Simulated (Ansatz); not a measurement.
# KBiHI3O10: the cost of one run

Method: DFT, PBE, plane-wave PAW, default files, scalar-relativistic, as far as a step names no other, in Ansatz 0.2.0.

1 further run of the same task is left out (it didn't finish).

### Step 1. The structure to begin with

It takes space group P-1 (No. 2, triclinic). Conventional cell: a = 7.266 Å, b = 8.168 Å, c = 8.863 Å, α = 101.62°, β = 93.80°, γ = 109.32°. K (site symmetry 1) is surrounded by 10 O at 2.72 to 3.09 Å. Bi (site symmetry 1) has 6 O at 2.14 to 2.46 Å and 1 H at 2.38 Å as nearest neighbours. Around H (site symmetry 1) lie 1 O at 0.85 Å. Around I (site symmetry 1) lie 3 O at 1.79 to 1.83 Å. Around I (site symmetry 1) lie 3 O at 1.80 to 1.82 Å. O (site symmetry 1) is surrounded by 1 H at 0.85 Å. O (site symmetry 1) is surrounded by 1 I at 1.82 Å and 1 Bi at 2.34 Å. Only part of the 16 independent sites is listed.

Coordinates:

```
CELL_PARAMETERS angstrom
7.26620 0.00000 0.00000
-2.70197 7.70794 0.00000
-0.58755 -2.09782 8.59098
ATOMIC_POSITIONS crystal
K 0.17637 0.14325 0.89328
K 0.82363 0.85675 0.10672
Bi 0.37653 0.05345 0.26934
Bi 0.62347 0.94655 0.73066
H 0.19560 0.24980 0.27560
H 0.80440 0.75020 0.72440
I 0.52571 0.39933 0.66719
I 0.47429 0.60067 0.33281
I 0.96058 0.25571 0.49357
I 0.03942 0.74429 0.50643
I 0.77744 0.34479 0.08497
I 0.22256 0.65521 0.91503
O 0.15280 0.15320 0.20560
O 0.84720 0.84680 0.79440
O 0.11810 0.91760 0.39840
O 0.88190 0.08240 0.60160
O 0.76850 0.17010 0.32820
O 0.23150 0.82990 0.67180
O 0.76990 0.48360 0.95380
O 0.23010 0.51640 0.04620
O 0.49500 0.18260 0.69830
O 0.50500 0.81740 0.30170
O 0.44750 0.32380 0.45650
O 0.55250 0.67620 0.54350
O 0.29010 0.40560 0.71970
O 0.70990 0.59440 0.28030
O 0.51610 0.23160 0.09000
O 0.48390 0.76840 0.91000
O 0.88500 0.42380 0.61020
O 0.11500 0.57620 0.38980
O 0.81360 0.15610 0.95590
O 0.18640 0.84390 0.04410
```

### Step 2. Single point at the given positions

Input file input.yaml:

```yaml
crystal:
  lattice:
    - [7.2662, 0.0, 0.0]
    - [-2.7019702016, 7.707938367, 0.0]
    - [-0.5875487331, -2.0978224706, 8.5909792095]
  atoms:
    - { symbol: K, position: [0.17637, 0.14325, 0.89328] }
    - { symbol: K, position: [0.82363, 0.85675, 0.10672] }
    - { symbol: Bi, position: [0.37653, 0.05345, 0.26934] }
    - { symbol: Bi, position: [0.62347, 0.94655, 0.73066] }
    - { symbol: H, position: [0.1956, 0.2498, 0.2756] }
    - { symbol: H, position: [0.8044, 0.7502, 0.7244] }
    - { symbol: I, position: [0.52571, 0.39933, 0.66719] }
    - { symbol: I, position: [0.47429, 0.60067, 0.33281] }
    - { symbol: I, position: [0.96058, 0.25571, 0.49357] }
    - { symbol: I, position: [0.03942, 0.74429, 0.50643] }
    - { symbol: I, position: [0.77744, 0.34479, 0.08497] }
    - { symbol: I, position: [0.22256, 0.65521, 0.91503] }
    - { symbol: O, position: [0.1528, 0.1532, 0.2056] }
    - { symbol: O, position: [0.8472, 0.8468, 0.7944] }
    - { symbol: O, position: [0.1181, 0.9176, 0.3984] }
    - { symbol: O, position: [0.8819, 0.0824, 0.6016] }
    - { symbol: O, position: [0.7685, 0.1701, 0.3282] }
    - { symbol: O, position: [0.2315, 0.8299, 0.6718] }
    - { symbol: O, position: [0.7699, 0.4836, 0.9538] }
    - { symbol: O, position: [0.2301, 0.5164, 0.0462] }
    - { symbol: O, position: [0.495, 0.1826, 0.6983] }
    - { symbol: O, position: [0.505, 0.8174, 0.3017] }
    - { symbol: O, position: [0.4475, 0.3238, 0.4565] }
    - { symbol: O, position: [0.5525, 0.6762, 0.5435] }
    - { symbol: O, position: [0.2901, 0.4056, 0.7197] }
    - { symbol: O, position: [0.7099, 0.5944, 0.2803] }
    - { symbol: O, position: [0.5161, 0.2316, 0.09] }
    - { symbol: O, position: [0.4839, 0.7684, 0.91] }
    - { symbol: O, position: [0.885, 0.4238, 0.6102] }
    - { symbol: O, position: [0.115, 0.5762, 0.3898] }
    - { symbol: O, position: [0.8136, 0.1561, 0.9559] }
    - { symbol: O, position: [0.1864, 0.8439, 0.0441] }
kpoints:
  mp_grid: { grid: [4, 3, 3] }
scf:
  occupations: { method: fermi_dirac, width: 0.02 }
hamiltonian:
  xc: pbe
  pseudopotentials: { kind: paw }
output:
  forces: true
  stress: true
  populations: true
  efg:
    quadrupole_moments_barn: { K: 0.0603, Bi: -0.516, H: 0.00285783, I: -0.68822, O: -0.02558 }
    contact_densities: true
```

Launch:

```console
$ ansatz run input.yaml --threads 4 --pin off --max-ram 8192MiB --backend cpu --events-out ev --progress --plain --runs-dir out
```

What time and memory should one allow on 4 threads of Intel Xeon 6975P-C (Granite Rapids), shared host?

About 30 s, with a peak of 2.5 GiB.
